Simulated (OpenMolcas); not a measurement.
# One shape, several levels: SeOF2 (SMILES O=[Se](F)F)

Wanted: a comparison of 6 runs (HF/3-21G, B3LYP/6-31G*, BLYP/6-311G**, TPSS/6-311G**, MCPF/pc-0, ACPF/ANO-S-VDZP) of SeOF2. 

The results are computed with OpenMolcas 26.06.

2 further runs of the same task are left out: 1 that didn't finish, 1 set aside as unsound or not needed.

### Step 1. The molecule

The species is SeOF2 (4 atoms), meant as a singlet with charge 0. SMILES: `O=[Se](F)F`. The shape comes from GFN2-xTB, which is rough for such elements, and wasn't checked as a minimum.

Bond lengths: Se1–O2 1.523 Å, Se1–F3 1.825 Å, Se1–F4 1.825 Å. Angles: O2–Se1–F3 102.8°, O2–Se1–F4 102.8°, F3–Se1–F4 90.5°.

### Step 2. Energy and forces at HF/3-21G (run 1)

calc.inp

```
* F2OSe Hartree-Fock

&GATEWAY
  BasLib
  $CurrDir
  Coord
  4
  angstrom
  Se       0.123150       0.002620       0.623340
  O        1.473980      -0.030810      -0.078710
  F       -0.772290       1.309770      -0.282540
  F       -0.824830      -1.281580      -0.262090
  Basis
  3-21G
  Group
  NoSym

&SEWARD

&SCF
  Thresholds
  1e-10 1e-07 1e-07 1e-05
  PrOrbitals
  1 2

&ALASKA
```

The basis set 3-21G is read from a file made from the Basis Set Exchange's data (not shown).

Run with:

```sh
$ export MOLCAS_MEM=1860
$ pymolcas calc.inp > calc.log
```

What it wrote:

```text
--- Start Module: gateway ---
[...]
--- Stop Module: gateway /rc=_RC_ALL_IS_WELL_ ---
[...]
      Basis functions           49
[...]
--- Start Module: scf ---
[...]
       Convergence after  14 Iterations
[...]
::    Total SCF energy                              -2660.5978113231
[...]
      Total spin, S                                     0.0000000000
[...]
      Total electronic charge=   60.000000
      Total            charge=   -0.000000
[...]
      Dipole Moment (debye):
      Origin of the operator (angstrom)=    0.0230    0.0019    0.2853
                   X= -3.7772E-01               Y=  4.4712E-02               Z=  4.4137E+00           Total=  4.4301E+00
      Quadrupole Moment (debye*angstrom):
[...]
--- Stop Module: scf /rc=_RC_ALL_IS_WELL_ ---
--- Start Module: alaska ---
[...]
 *              Molecular gradients               *
 **************************************************
  Irreducible representation: a
 ------------------------------------------------------------------------------------------
                              X                       Y                       Z
 ------------------------------------------------------------------------------------------
  SE1               1.61365368054982E-01   -3.12447774667673E-03    1.27151923473647E-02
  O2               -1.05840433967380E-01    2.54184319373418E-03    4.94229351271276E-02
  F3               -2.69160718450898E-02    4.21227973328868E-02   -3.13764498310896E-02
  F4               -2.86088622424501E-02   -4.15401627799383E-02   -3.07616776432962E-02
 ------------------------------------------------------------------------------------------
--- Stop Module: alaska /rc=_RC_ALL_IS_WELL_ ---
[...]
```

Run time: 2.4 s. Hardware: 1 thread of Arm Neoverse V2, shared host; peak memory 0.38 GiB.

### Step 3. Energy and gradient at B3LYP/6-31G(d) (Cartesian functions) (run 2)

job.inp

```
* F2OSe Kohn-Sham DFT
>>> EXPORT MOLCAS_PRINT=2

&GATEWAY
  BasLib=$CurrDir
  Coord
  4
  angstrom
  Se       0.123150       0.002620       0.623340
  O        1.473980      -0.030810      -0.078710
  F       -0.772290       1.309770      -0.282540
  F       -0.824830      -1.281580      -0.262090
  Basis=6-31Gs
  Group=NoSym

&SEWARD
  GridInput
  Grid=UltraFine
  End of Grid

&SCF
  KSDFT=B3LYP
  Thresholds=1e-10 1e-07 1e-07 1e-05
  PrOrbitals=1 2

&ALASKA
```

The basis set 6-31G* is read from a file made from the Basis Set Exchange's data (not shown).

Run with:

```sh
$ export MOLCAS_MEM=1860
$ pymolcas job.inp > job.log
```

What it wrote:

```text
--- Start Module: gateway ---
[...]
--- Stop Module: gateway /rc=_RC_ALL_IS_WELL_ ---
[...]
      Basis functions           80
[...]
--- Start Module: scf ---
[...]
       Convergence after  15 Iterations
[...]
::    Total KS-DFT energy                           -2676.1322750735
[...]
      Total spin, S                                     0.0000000000
[...]
      Total electronic charge=   60.000000
      Total            charge=   -0.000000
[...]
      Dipole Moment (debye):
      Origin of the operator (angstrom)=    0.0230    0.0019    0.2853
                   X= -4.3036E-02               Y=  2.6378E-02               Z=  3.0033E+00           Total=  3.0038E+00
      Quadrupole Moment (debye*angstrom):
[...]
--- Stop Module: scf /rc=_RC_ALL_IS_WELL_ ---
[...]
--- Start Module: alaska ---
[...]
 *              Molecular gradients               *
 **************************************************
  Irreducible representation: a
 ------------------------------------------------------------------------------------------
                              X                       Y                       Z
 ------------------------------------------------------------------------------------------
  SE1               1.08017574910598E-01   -2.05460796533996E-03   -8.03481976099363E-04
  O2               -8.63714079781772E-02    2.17966654002022E-03    3.55366214139146E-02
  F3               -1.03222019858507E-02    1.66359478496148E-02   -1.74333907490123E-02
  F4               -1.13239649466124E-02   -1.67610064243391E-02   -1.72997486887798E-02
 ------------------------------------------------------------------------------------------
--- Stop Module: alaska /rc=_RC_ALL_IS_WELL_ ---
[...]
```

Wall time 18 s (1 thread of Arm Neoverse V2, shared host); peak memory 0.45 GiB.

### Step 4. Energy and gradient at BLYP/6-311G(d,p) (run 3)

input.xyz

```xyz
4

Se     0.123150     0.002620     0.623340
O      1.473980    -0.030810    -0.078710
F     -0.772290     1.309770    -0.282540
F     -0.824830    -1.281580    -0.262090
```

test.input

```
* F2OSe Kohn-Sham DFT
&gateway
baslib=$CurrDir
coord=input.xyz
basis=6-311Gss
group=NoSym
&seward
gridinput
Grid=UltraFine
End of Grid
&scf
ksdft=BLYP
thresholds=1e-10 1e-07 1e-07 1e-05
prorbitals=1 1
&alaska
```

The basis set 6-311G** is read from a file made from the Basis Set Exchange's data (not shown).

Run with:

```sh
$ export MOLCAS_MEM=1860
$ pymolcas test.input > test.log
```

What it wrote:

```text
--- Start Module: gateway ---
[...]
--- Stop Module: gateway /rc=_RC_ALL_IS_WELL_ ---
[...]
      Basis functions           98
[...]
--- Start Module: scf ---
[...]
       Convergence after  31 Iterations
[...]
::    Total KS-DFT energy                           -2676.4854747218
[...]
      Total spin, S                                     0.0000000000
[...]
      Total electronic charge=   60.000000
      Total            charge=   -0.000000
[...]
      Dipole Moment (debye):
      Origin of the operator (angstrom)=    0.0230    0.0019    0.2853
                   X=  1.3879E-01               Y=  2.2520E-02               Z=  2.9853E+00           Total=  2.9886E+00
      Quadrupole Moment (debye*angstrom):
[...]
--- Stop Module: scf /rc=_RC_ALL_IS_WELL_ ---
[...]
--- Start Module: alaska ---
[...]
 *              Molecular gradients               *
 **************************************************
  Irreducible representation: a
 ------------------------------------------------------------------------------------------
                              X                       Y                       Z
 ------------------------------------------------------------------------------------------
  SE1               9.73656177229110E-02   -2.05794622222066E-03   -3.81536522065673E-02
  O2               -1.04086112419289E-01    2.74949510005063E-03    4.49758022350792E-02
  F3                3.56691194946634E-03   -5.28013974491159E-03   -3.26758328462518E-03
  F4                3.15358274689359E-03    4.58859086709751E-03   -3.55456674386723E-03
 ------------------------------------------------------------------------------------------
--- Stop Module: alaska /rc=_RC_ALL_IS_WELL_ ---
[...]
```

Wall time 33 s (1 thread of Arm Neoverse V2, shared host); peak memory 0.54 GiB.

Runs 4 to 5 aren't shown in full; the table further down has their settings and results.

### Step 5. A single-point energy at ACPF/ANO-S-VDZP (run 6)

coord.xyz

```xyz
4

Se     0.123150     0.002620     0.623340
O      1.473980    -0.030810    -0.078710
F     -0.772290     1.309770    -0.282540
F     -0.824830    -1.281580    -0.262090
```

run.inp

```
&GATEWAY
COORD = coord.xyz
BASIS = ANO-S-VDZP
GROUP = NoSym
&SEWARD
&SCF
ITERATIONS = 30
NODAMP
PRORBITALS = 1 2
&MOTRA
FROZEN = 12
&GUGA
ELECTRONS = 36
SPIN = 1
INACTIVE = 18
ACTIVE = 0
CIALL = 1
&CPF
ACPF
```

Run with:

```sh
$ export MOLCAS_MEM=1860
$ pymolcas run.inp > run.log
```

What it wrote:

```text
--- Start Module: gateway ---
[...]
--- Stop Module: gateway /rc=_RC_ALL_IS_WELL_ ---
[...]
      Basis functions           69
[...]
       Convergence after  13 Iterations
[...]
::    Total SCF energy                              -2673.5714969447
[...]
      Total spin, S                                     0.0000000000
[...]
      *** WARNING: Default frozen orbitals is overwritten by user input.
      *** Default values:  17
[...]
--- Start Module: guga ---
[...]
--- Stop Module: guga /rc=_RC_ALL_IS_WELL_ ---
--- Start Module: cpf ---
[...]
      Active orbitals                            0       0
[...]
      Spin quantum number                      0.0
[...]
     FINAL ACPF ENERGY       -2674.33342453
     FINAL CORRELATION ENERGY   -0.76192758  REFERENCE ENERGY   -2673.57149694
[...]
      Title:  ACPF natural orbitals
[...]
      Total electronic charge=   60.000000
      Total            charge=    0.000000
[...]
      Dipole Moment (debye):
      Origin of the operator (angstrom)=    0.0230    0.0019    0.2853
                   X=  7.2456E-01               Y=  1.2257E-02               Z=  3.1849E+00           Total=  3.2663E+00
      Quadrupole Moment (debye*angstrom):
[...]
--- Stop Module: cpf /rc=_RC_ALL_IS_WELL_ ---
[...]
```

Wall time 20 s (1 thread of Arm Neoverse V2, shared host); peak memory 0.41 GiB.

### Step 6. Overview of the runs

```tsv
run	level	Cartesian functions	integration grid	energy (Eh)	dipole moment (D) of the reference	HOMO energy (eV)	LUMO energy (eV)	wall time
1	HF/3-21G	no	–	-2660.597811	4.43	-12.94	1.60	2.4 s
2	B3LYP/6-31G* (Cartesian functions)	yes	UltraFine	-2676.132275	3.00	-9.43	-2.56	18 s
3	BLYP/6-311G**	no	UltraFine	-2676.485475	2.99	-8.31	-3.34	33 s
4	TPSS/6-311G**	no	UltraFine	-2676.409667	2.97	-8.57	-3.45	34 s
5	MCPF/pc-0	no	–	-2671.035703	4.94	-13.06	1.47	4.8 s
6	ACPF/ANO-S-VDZP	no	–	-2674.333425	4.05	-14.20	0.42	20 s
```

### Step 7. Summary of results

```
                                           quantity           value
                                run 6: total energy  -2674.33342 Eh
          run 6: dipole moment (mean-field density)          4.05 D
         run 6: HOMO energy (Hartree–Fock orbitals)       -14.20 eV
         run 6: LUMO energy (Hartree–Fock orbitals)         0.42 eV
       run 6: HOMO–LUMO gap (Hartree–Fock orbitals)        14.62 eV
run 6: correlation energy (12 core orbitals frozen)      -761.9 mEh
```

What this shows: Over runs 1, 2, 3, 4 the dipole moment (its size) runs from 2.97 D (TPSS/6-311G**) to 4.43 D (HF/3-21G). The two ends differ in method and basis. Over runs 1, 2, 3, 4 the HOMO–LUMO gap runs from 4.96 eV (BLYP/6-311G**) to 14.54 eV (HF/3-21G). Totals of different functionals can't be ranked against each other. All runs together took 1.9 min, the longest 34 s.
